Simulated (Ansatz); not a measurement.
# RuF2: one candidate structure

Where does RuF2 go from the start given, cubic Laves (C15) type (Fd-3m, No. 227)?

Method: DFT PBE, scalar-relativistic, plane waves, PAW, in Ansatz 0.2.0.

### Step 1. Starting point

Symmetry: Fd-3m, No. 227, cubic system. The conventional cell has a = 6.510 Å, b = 6.510 Å, c = 6.510 Å, α = 90.00°, β = 90.00°, γ = 90.00°. Ru (site symmetry -43m) has 12 F at 2.70 Å and 4 Ru at 2.82 Å as nearest neighbours. Around F (site symmetry -3m) lie 6 F at 2.30 Å and 6 Ru at 2.70 Å.

Structure file:

```cif
data_structure
_symmetry_space_group_name_H-M 'Fd-3m:1'
_symmetry_Int_Tables_number 227
_cell_length_a 6.5100
_cell_length_b 6.5100
_cell_length_c 6.5100
_cell_angle_alpha 90.000
_cell_angle_beta 90.000
_cell_angle_gamma 90.000
_cell_volume 275.90
loop_
_atom_site_label
_atom_site_type_symbol
_atom_site_symmetry_multiplicity
_atom_site_Wyckoff_symbol
_atom_site_fract_x
_atom_site_fract_y
_atom_site_fract_z
_atom_site_occupancy
Ru1 Ru 8 b 0.00000 0.00000 0.50000 1
F1 F 16 c 0.12500 0.12500 0.12500 1
```

(A quick probe on a coarse mesh, which set the mesh and smearing, is not shown.)

### Step 3. Relaxing cell and atoms

input.yaml reads:

```yaml
crystal:
  lattice:
    - [0.0, 3.255003847, 3.255003847]
    - [3.255003847, 0.0, 3.255003847]
    - [3.255003847, 3.255003847, 0.0]
  atoms:
    - { symbol: Ru, position: [0.0, 0.0, 0.0], spin: 2.99 }
    - { symbol: Ru, position: [0.25, 0.25, 0.25], spin: 2.99 }
    - { symbol: F, position: [0.625, 0.625, 0.625] }
    - { symbol: F, position: [0.125, 0.625, 0.625] }
    - { symbol: F, position: [0.625, 0.625, 0.125] }
    - { symbol: F, position: [0.625, 0.125, 0.625] }
basis:
  ecutwfc: 420
kpoints:
  mp_grid: { grid: [10, 10, 10] }
hamiltonian:
  xc: pbe
scf:
  occupations: { method: gaussian, width: 0.1 }
output:
  forces: true
  stress: true
  eigenvalues: true
  populations: true
magnetization:
  spin_polarized: true
relax:
  adjacent_minimum: "off"
  f_tol: 0.01
  max_steps: 80
  cell: { stress_tol: 0.05 }
```

The run is started by

```sh
$ ansatz run input.yaml --threads 1 --pin off --max-ram 2560MiB --backend cpu --events-out ev --progress --plain --runs-dir out
```

The session goes on with these runs: stability test: the unmoved cell on a coarse mesh; rattled and relaxed without symmetry.

What does the calculation give?

**Answer**, as computed:

Formation energies count from the elements, computed with the same settings in runs not shown here.

| quantity | value |
| --- | --- |
| cell (conventional) | a = 6.499 Å, b = 6.499 Å, c = 6.499 Å, α = 90.00°, β = 90.00°, γ = 90.00° |
| space group | Fd-3m (No. 227) |
| volume | 11.44 Å³/atom |
| gap on the mesh | none (metal) |
| formation energy from the elements | +0.270 eV/atom |
| largest moment | 2.69 μB |

The space group stayed Fd-3m, and from the first guess the volume went from 11.50 to 11.44 Å³/atom. The formation energy of +0.27 eV/atom is positive, so the elements lie lower than this structure; another structure of the compound can lie lower.
